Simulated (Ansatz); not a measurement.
K, space group P4/mmm: an equation of state with a fit, run with Ansatz 0.2.0 through its Python package.

Script `eos_k.py`:
```python
# -*- coding: utf-8 -*-
"""Equation of state of K."""

import warnings

import ansatz as az
import numpy as np
from scipy.optimize import curve_fit

OCCUPATIONS = "fermi_dirac"
SIGMA = 0.2
FUNCTIONAL = "pbesol"
TOLERANCE = 1e-06
CUTOFF = 500
MESH = (4, 4, 2)

vectors0 = np.array([
    [6.177814, 0.0, 0.0],
    [0.0, 6.177814, 0.0],
    [0.0, 0.0, 11.256444],
])
sites = [
    ("K", (0.0, 0.0, 0.0)),
    ("K", (0.5, 0.0, 0.307972)),
    ("K", (0.0, 0.5, 0.307972)),
    ("K", (0.0, 0.5, 0.692028)),
    ("K", (0.5, 0.0, 0.692028)),
]


def on_lattice(cell):
    crystal = az.Crystal(lattice=az.Lattice.of(cell))
    for symbol, position in sites:
        crystal = crystal.atom(symbol, position)
    return crystal

def vinet(v, e0, v0, b0, b1):
    eta = (v / v0) ** (1 / 3)
    return e0 + 2 * b0 * v0 / (b1 - 1) ** 2 * (2 - (5 + 3 * b1 * (eta - 1) - 3 * eta) * np.exp(-1.5 * (b1 - 1) * (eta - 1)))

warnings.simplefilter("ignore", az.DeckWarning)

# uniform scaling of the cell
volumes, energies = [], []
for scale in np.linspace(0.92, 1.08, 7):
    cell = vectors0 * scale ** (1 / 3)
    model = (
        on_lattice(cell).calculation()
        .occupations(OCCUPATIONS, width=SIGMA)
        .functional(FUNCTIONAL)
        .scf(tolerance=TOLERANCE)
        .accuracy("medium")
        .basis(CUTOFF)
        .kpoints(*MESH)
    )
    report = model.run(threads=1).report
    volumes.append(abs(np.linalg.det(cell)) / len(sites))
    energies.append(report["free_energy_ev"] / len(sites))
    print(f"V = {volumes[-1]:8.4f} A^3/atom  F = {energies[-1]:.5f} eV/atom")

guess = (min(energies), volumes[int(np.argmin(energies))], 0.5, 4.5)
(e0, v0, b0, b1), _ = curve_fit(vinet, np.array(volumes), np.array(energies), p0=guess, maxfev=20000)
print(f"Vinet fit: V0 = {v0:.4f} A^3/atom, B0 = {160.21766 * b0:.1f} GPa, B1 = {b1:.2f}")
print("largest residual", round(1000 * float(np.abs(vinet(np.array(volumes), e0, v0, b0, b1) - energies).max()), 3), "meV/atom")
```

From its runs, with one value withheld:

| V (Å³/atom) | F less the lowest row shown (meV/atom) |
| --- | --- |
| 79.048 | 0.78 |
| 81.339 | 0.00 |
| 83.630 | 0.29 |
| 85.921 | 1.51 |
| 88.213 | ? |
| 90.504 | 6.33 |
| 92.795 | 9.74 |

What is the missing energy at 88.213 Å³ an atom?

A third-order Birch-Murnaghan fit, E = E0 + (9 V0 B0 / 16) [(t - 1)³ B' + (t - 1)² (6 - 4t)] with t = (V0/V)^(2/3), through the 6 rows shown gives V0 = 81.828 Å³, B0 = 2.6 GPa, B' = 3.71 and E0 = -0.02 meV. At V = 88.213 Å³, t = 0.95115, and the fit interpolates to 3.56 meV. The run gave 3.56 meV, a miss of 0.00 meV.

What to keep in mind:
- These settings explore the input space; cutoff and mesh may be short of convergence.
- Shape and fractional positions are held along the curve, so the bulk modulus is an upper value where they are free to relax, by a factor of two or more in layered or hydrogen-bonded cells.
- The mesh is modest for a metal, so energies can be off by several to tens of meV an atom and pressures by half a GPa or more; differences at equal mesh fare better.
- This isn't the structure that K takes at ambient conditions.
- Finished in 22 s on 1 thread of AMD EPYC 9R45 96-Core Processor (Zen 5), with other jobs on the host, peak memory 0.76 GiB.
